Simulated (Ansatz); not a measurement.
# YSn3: the cost of one run

Program: the Python package of Ansatz 0.2.0. Level of theory: DFT r2SCAN, plane waves, PAW. These are calculated values, not measurements.

## 1. The system

YSn3 Fm-3m: Symmetry: Fm-3m, No. 225, cubic system. Conventional cell: a = 7.642 Å, b = 7.642 Å, c = 7.642 Å, α = 90.00°, β = 90.00°, γ = 90.00°. Around Y (site symmetry m-3m) lie 8 Sn at 3.31 Å. Around Sn (site symmetry m-3m) lie 8 Sn at 3.31 Å. Around Sn (site symmetry -43m) lie 4 Y at 3.31 Å and 4 Sn at 3.31 Å.

YSn3 Pm-3m: It takes space group Pm-3m (No. 221, cubic). The conventional cell has a = 4.666 Å, b = 4.666 Å, c = 4.666 Å, α = 90.00°, β = 90.00°, γ = 90.00°. Y (site symmetry m-3m) has 12 Sn at 3.30 Å as nearest neighbours. Sn (site symmetry 4/mmm) has 4 Y at 3.30 Å and 8 Sn at 3.30 Å as nearest neighbours.

The script holds or builds the structure itself.

## 2. Script

ysn3_transition.py

```python
'''Pressure at which two phases of YSn3 cross.'''

import warnings

import ansatz as az
import numpy as np
import pandas as pd

XC = 'r2scan'
CUTOFF_EV = 600
K_SPACING = 0.3
OCCUPATIONS = 'fermi_dirac'
SIGMA = 0.1

PHASES = {
    'Fm-3m': (
        [(0.0, 3.820788, 3.820788), (3.820788, 0.0, 3.820788), (3.820788, 3.820788, 0.0)],
        [
            ('Y', (0.0, 0.0, 0.0)),
            ('Sn', (0.5, 0.5, 0.5)),
            ('Sn', (0.25, 0.25, 0.25)),
            ('Sn', (0.75, 0.75, 0.75)),
        ],
    ),
    'Pm-3m': (
        [(4.666, 0.0, 0.0), (0.0, 4.666, 0.0), (0.0, 0.0, 4.666)],
        [
            ('Y', (0.0, 0.0, 0.0)),
            ('Sn', (0.0, 0.5, 0.5)),
            ('Sn', (0.5, 0.0, 0.5)),
            ('Sn', (0.5, 0.5, 0.0)),
        ],
    ),
}


def build(vectors, sites):
    crystal = az.Crystal(lattice=az.Lattice.of(vectors))
    for symbol, position in sites:
        crystal = crystal.atom(symbol, position)
    return crystal


def compute(name, crystal, pressure=0.0):
    calc = (
        crystal.calculation()
        .functional(XC)
        .basis(CUTOFF_EV)
        .kpoints(spacing=K_SPACING)
        .occupations(OCCUPATIONS, width=SIGMA)
    )
    calc = calc.relax(force_tolerance=0.01, cell=True, pressure=pressure)
    return calc.run()


def volume_per_atom(outcome):
    return abs(np.linalg.det(outcome.lattice.cell_ang)) / len(outcome.lattice.sites)


def main() -> None:
    warnings.simplefilter('ignore', az.DeckWarning)

    phases = {name: build(*cell) for name, cell in PHASES.items()}

    # H = E + PV, with 1 eV per cubic angstrom equal to 160.2 GPa
    pressures = [0, 5, 10, 20]
    enthalpy, volume = {name: [] for name in phases}, {name: [] for name in phases}
    for p in pressures:
        for name, crystal in phases.items():
            o = compute(name, crystal, pressure=p)
            volume[name].append(volume_per_atom(o))
            enthalpy[name].append(o.report['energy_sigma0_ev'] / len(o.lattice.sites) + p * volume[name][-1] / 160.21766)
    gap = np.array(enthalpy['Pm-3m']) - np.array(enthalpy['Fm-3m'])
    rows = [(p, va, vb, 1000 * d) for p, va, vb, d in zip(pressures, volume['Fm-3m'], volume['Pm-3m'], gap)]
    print(pd.DataFrame(rows, columns=['P (GPa)', 'V Fm-3m (A^3/atom)', 'V Pm-3m (A^3/atom)', 'H(Pm-3m) - H(Fm-3m) (meV/atom)']).round(4).to_string(index=False))
    crossings = [p0 - g0 * (p1 - p0) / (g1 - g0) for p0, p1, g0, g1 in zip(pressures, pressures[1:], gap, gap[1:]) if g0 * g1 < 0]
    print('crossing near', [round(float(p), 1) for p in crossings], 'GPa') if crossings else print('no crossing in this range')


if __name__ == '__main__':
    main()
```

## 3. The calls as engine input

The package turns the script's settings into the engine's input (first run):

```yaml
crystal:
  lattice:
    - [0.0, 3.820788, 3.820788]
    - [3.820788, 0.0, 3.820788]
    - [3.820788, 3.820788, 0.0]
  atoms:
    - { symbol: "Y", position: [0.0, 0.0, 0.0] }
    - { symbol: Sn, position: [0.5, 0.5, 0.5] }
    - { symbol: Sn, position: [0.25, 0.25, 0.25] }
    - { symbol: Sn, position: [0.75, 0.75, 0.75] }
basis:
  ecutwfc: 600.0
kpoints:
  mp_grid:
    kspacing: 0.3
hamiltonian:
  xc: r2scan
scf:
  occupations:
    method: fermi_dirac
    width: 0.1
relax:
  f_tol: 0.01
  cell:
    p_target: 0.0
```

## 4. Running it

On the command line:

```bash
$ python ysn3_transition.py
```

What time and memory should one allow on 1 thread of Arm Neoverse V1, shared host?

About 4.3 min, with a peak of 0.94 GiB.
